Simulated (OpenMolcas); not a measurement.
# Pm³⁺ with 8 ligands (fluoride): CASSCF levels and susceptibility, part 2 of 2

Aim: the ligand-field states of Pm³⁺ in this surrounding, its lowest levels with spin-orbit coupling and its magnetic susceptibility.

OpenMolcas 26.06; ANO-RCC-VDZP, DKH2, active space 4 electrons in 7 orbitals (4f), orbitals: highest spin of each parity. Surroundings: 8 ligands (fluoride) in cube coordination (Oh) at 2.4 Å. A charge of +0.625 e stands 3.2 Å behind each ligand. Ligand basis ANO-RCC-VDZP. The steps go on from the part before.

## 6. RASSI: spin-orbit coupling between the states

Contents of a.inp:

```
&RASSI
NrOfJobIphs=3 33 106 31
1 2 3 4 5 6 7 8 9 10 11 12 13 14 15 16 17 18 19 20 21 22 23 24 25 26 27
28 29 30 31 32 33
1 2 3 4 5 6 7 8 9 10 11 12 13 14 15 16 17 18 19 20 21 22 23 24 25 26 27
28 29 30 31 32 33 34 35 36 37 38 39 40 41 42 43 44 45 46 47 48 49 50 51
52 53 54 55 56 57 58 59 60 61 62 63 64 65 66 67 68 69 70 71 72 73 74 75
76 77 78 79 80 81 82 83 84 85 86 87 88 89 90 91 92 93 94 95 96 97 98 99
100 101 102 103 104 105 106
1 2 3 4 5 6 7 8 9 10 11 12 13 14 15 16 17 18 19 20 21 22 23 24 25 26 27
28 29 30 31
IphNames
JOB001
JOB002
JOB003
EJob
SpinOrbit
DIPRint=1.0
SOCoupling=1000.0
Subsets=2
Property=9
'ANGMOM' 1 'ANGMOM' 2 'ANGMOM' 3 'MLTPL  1' 1 'MLTPL  1' 2 'MLTPL  1' 3
'AMFI' 1 'AMFI' 2 'AMFI' 3
SOProperty=3
'ANGMOM' 1 'ANGMOM' 2 'ANGMOM' 3
```

The log of the run:

```text
SPIN-FREE ENERGIES:
  (Shifted by EMIN (a.u.) =     -10810.3624521673)

 SF State       Relative EMIN(au)   Rel lowest level(eV)    D:o, cm**(-1)

     1             0.0000000000        0.0000000000              0.0000
     2             0.0000000000        0.0000000000              0.0000
     3             0.0000000000        0.0000000000              0.0000
     4             0.0005216797        0.0141956265            114.4954
     5             0.0005216797        0.0141956265            114.4954
     6             0.0024682637        0.0671648780            541.7213
     7             0.0024682637        0.0671648780            541.7213
     8             0.0024682637        0.0671648780            541.7213
     9             0.0027578698        0.0750454607            605.2825
    10             0.0028736178        0.0781951249            630.6862
    11             0.0028736178        0.0781951249            630.6862
    12             0.0028736178        0.0781951249            630.6862
    13             0.0036426372        0.0991212084            799.4665
    14             0.0700443789        1.9060046483          15372.9642
    15             0.0700443789        1.9060046483          15372.9642
    16             0.0700443789        1.9060046483          15372.9642
    17             0.0701868860        1.9098824636          15404.2409
    18             0.0701868860        1.9098824636          15404.2409
    19             0.0701868860        1.9098824636          15404.2409
    20             0.0703715529        1.9149075062          15444.7706
    21             0.0724606966        1.9717560022          15903.2847
    34             0.0833960694        2.2693226560          18303.3216
    35             0.0833960694        2.2693226560          18303.3216
    36             0.0833960694        2.2693226560          18303.3216
    37             0.0834452783        2.2706616978          18314.1217
    38             0.0834452783        2.2706616978          18314.1217
    39             0.0834463786        2.2706916384          18314.3632
    40             0.0834463786        2.2706916384          18314.3632
    41             0.0834463786        2.2706916384          18314.3632
    42             0.0834561182        2.2709566681          18316.5008
    43             0.0836929320        2.2774006986          18368.4754
    44             0.0836929320        2.2774006986          18368.4754
    45             0.0836929320        2.2774006986          18368.4754
    46             0.0838553910        2.2818214321          18404.1310
    47             0.0838553910        2.2818214321          18404.1310
    48             0.0838553910        2.2818214321          18404.1310
    49             0.1051475224        2.8612098454          23077.2137
    50             0.1051475224        2.8612098454          23077.2137
    51             0.1051475224        2.8612098454          23077.2137
    52             0.1063249250        2.8932486027          23335.6237
Eigenvalues of complex Hamiltonian:
   -----------------------------------
  (Shifted by EMIN (a.u.) =     -10810.3624521673)

 SO State       Relative EMIN(au)   Rel lowest level(eV)    D:o, cm**(-1)

     1            -0.0193323086        0.0000000000              0.0000
     2            -0.0183437237        0.0269007659            216.9693
     3            -0.0183437237        0.0269007657            216.9693
     4            -0.0183437237        0.0269007659            216.9693
     5            -0.0176620469        0.0454501369            366.5801
     6            -0.0176620469        0.0454501367            366.5801
     7            -0.0176620469        0.0454501365            366.5801
     8            -0.0172966996        0.0553917428            446.7645
     9            -0.0172966996        0.0553917428            446.7645
    10            -0.0111497431        0.2226589518           1795.8656
    11            -0.0111497431        0.2226589517           1795.8656
    12            -0.0111497431        0.2226589519           1795.8656
    13            -0.0106477209        0.2363196707           1906.0467
    14            -0.0106477209        0.2363196709           1906.0467
    15            -0.0106477209        0.2363196708           1906.0467
    16            -0.0105993651        0.2376354980           1916.6595
    17            -0.0105993651        0.2376354981           1916.6596
    18            -0.0105306096        0.2395064324           1931.7497
    19            -0.0105306096        0.2395064323           1931.7497
    20            -0.0105306096        0.2395064324           1931.7497
    21            -0.0033739344        0.4342494836           3502.4583
    22            -0.0031167134        0.4412488246           3558.9118
    23            -0.0031167134        0.4412488244           3558.9118
    24            -0.0031167134        0.4412488245           3558.9118
    25            -0.0027983018        0.4499132455           3628.7950
    26            -0.0027983018        0.4499132453           3628.7950
    27            -0.0027597454        0.4509624185           3637.2572
    28            -0.0027597454        0.4509624186           3637.2572
    29            -0.0027597454        0.4509624186           3637.2572
    30            -0.0026565644        0.4537701178           3659.9028
    31            -0.0025706944        0.4561067593           3678.7491
    32            -0.0025706944        0.4561067593           3678.7491
    33            -0.0025706944        0.4561067593           3678.7491
    34             0.0053907225        0.6727479480           5426.0781
    35             0.0053907225        0.6727479480           5426.0781
    36             0.0053907225        0.6727479482           5426.0781
    37             0.0054793478        0.6751595664           5445.5291
    38             0.0054793478        0.6751595664           5445.5291
    39             0.0054793478        0.6751595665           5445.5291
    40             0.0055546028        0.6772073581           5462.0457
    41             0.0056856344        0.6807729118           5490.8038
Weights of the five most important spin-orbit-free states for each spin-orbit state.

 SO State  Total energy (au)           Spin-free states, spin, and weights
 -------------------------------------------------------------------------------------------------------
    1        -0.019332       4 2.0  0.1999    5 2.0  0.1999    2 2.0  0.1830    3 2.0  0.1830    1 2.0  0.1830
    2        -0.018344       5 2.0  0.2400    3 2.0  0.2346   10 2.0  0.1002    2 2.0  0.1002   13 2.0  0.0676
    3        -0.018344       4 2.0  0.2445    1 2.0  0.2201    3 2.0  0.0920   12 2.0  0.0906    2 2.0  0.0838
    4        -0.018344       2 2.0  0.2120    5 2.0  0.1419    4 2.0  0.1329    1 2.0  0.1146   11 2.0  0.0921
    5        -0.017662       8 2.0  0.2107    7 2.0  0.1583    9 2.0  0.1361    3 2.0  0.1034    1 2.0  0.1001
    6        -0.017662       8 2.0  0.1718    6 2.0  0.1616    9 2.0  0.1361    2 2.0  0.1303    1 2.0  0.0787
    7        -0.017662       6 2.0  0.2074    7 2.0  0.1751    9 2.0  0.1361    3 2.0  0.1056    1 2.0  0.1054
    8        -0.017297      10 2.0  0.1535   13 2.0  0.1390    5 2.0  0.0963    4 2.0  0.0963   12 2.0  0.0834
    9        -0.017297      13 2.0  0.1390   11 2.0  0.1307   12 2.0  0.1288    5 2.0  0.0963    4 2.0  0.0963
   10        -0.011150       4 2.0  0.1734    5 2.0  0.1413    7 2.0  0.0985    3 2.0  0.0902    9 2.0  0.0888
   11        -0.011150       4 2.0  0.1840    5 2.0  0.1306    8 2.0  0.1189    1 2.0  0.1032    9 2.0  0.0888
   12        -0.011150       5 2.0  0.2001    6 2.0  0.1265    4 2.0  0.1145    2 2.0  0.0906    3 2.0  0.0897
```

These steps: 3 min of run time, 1 thread of Intel Xeon Platinum 8259CL at 2.50GHz (Skylake/Cascade Lake), shared host.

States without spin-orbit coupling:

```
  state  degeneracy  E (cm-1)  free-ion L (%)
    5T2           3         0         I (100)
     5E           2       114         I (100)
    5T1           3       542         I (100)
    5A1           1       605         I (100)
    5T2           3       631         I (100)
    5A2           1       799         I (100)
    5T1           3     15373         F (100)
    5T2           3     15404         F (100)
    5A1           1     15445         S (100)
    5A2           1     15903         F (100)
    3T1           3     18303         K (100)
triplet           5     18314         K (100)
    3A2           1     18317         K (100)
    3T1           3     18368          K (99)
    3T2           3     18404         K (100)
    3T1           3     23077         H (100)
    3T2           3     23336          H (99)
     3E           2     23437          H (97)
    3T1           3     23574          H (98)
    5T2           3     23707         G (100)
    5A1           1     24119         G (100)
    5T1           3     24244         G (100)
     5E           2     24335         G (100)
    3A1           1     24821          G (94)
```

With spin-orbit coupling:

```
E (cm-1)  Degeneracy  Label  2S+1     J  abs mJ (%)
     0.0           1     A1     5  4.01      0 (58)
   217.0           3     T1     5  4.04      1 (57)
   366.6           3     T2     5  4.03      3 (58)
   446.8           2      E     5  4.02      2 (50)
    1796           3     T2     5  5.01      2 (33)
    1906           3     T1     5  4.99      3 (40)
    1917           2      E     5  5.02      2 (49)
    1932           3     T1     5  5.01      1 (34)
    3502           1     A2     5  6.02      2 (69)
    3559           3     T2     5  6.01      1 (31)
    3629           2      E     5  5.99      0 (43)
    3637           3     T1     5  6.02      4 (33)
    3660           1     A1     5  6.02      4 (87)
    3679           3     T2     5  6.00      5 (38)
    5426           3     T1     5  6.99      7 (33)
    5446           3     T2     5  6.99      1 (34)
    5462           1     A2     5  7.00      2 (54)
    5491           3     T2     5  7.02      3 (53)
    5499           2      E     5  7.03      4 (49)
    5535           3     T1     5  7.02      5 (54)
    7221           3     T2     5  7.99      7 (35)
    7268           1     A1     5  8.00      0 (51)
    7296           3     T1     5  7.99      1 (49)
    7319           2      E     5  7.99      6 (26)
```

The table of states holds 24 of 71 computed; the rest, higher up, is left out.

Powder χT (cm³ K/mol): 0.01 at 2 K, 0.02 at 5 K, 0.05 at 10 K, 0.10 at 20 K, 0.24 at 50 K, 0.47 at 100 K, 0.64 at 150 K, 0.75 at 200 K, 0.83 at 250 K, 0.88 at 300 K.

The orbitals of the open shell are 99 to 100 % metal; the Mulliken charge of the metal is +2.51 e.

## 7. What came out

What follows sums up all 2 parts.

```
                                            quantity                            value
                                              method                           CASSCF
                              spin-free ground state  5T2, 3-fold in its orbital part
first state of the same spin within the active space                   5E at 114 cm⁻¹
                                        lowest level                        1-fold A1
                                          next level                       217.0 cm⁻¹
                                         χT at 300 K                   0.88 cm³ K/mol
                           effective moment at 300 K                          2.66 μB
```

**Reading.** The spin-free ground state (5T2) comes to 100 % from free-ion I terms and keeps the highest spin of the shell. The triplets, singlets rest on orbitals optimised for another spin in at least one step, which raises them against the optimised states. Not all states of the active space went into the spin-orbit step. High states of lower spin are left out of the spin-orbit mixing, and CASSCF puts spin-flip levels too high. Spin-orbit splittings of 6p shells come out too small at this level.
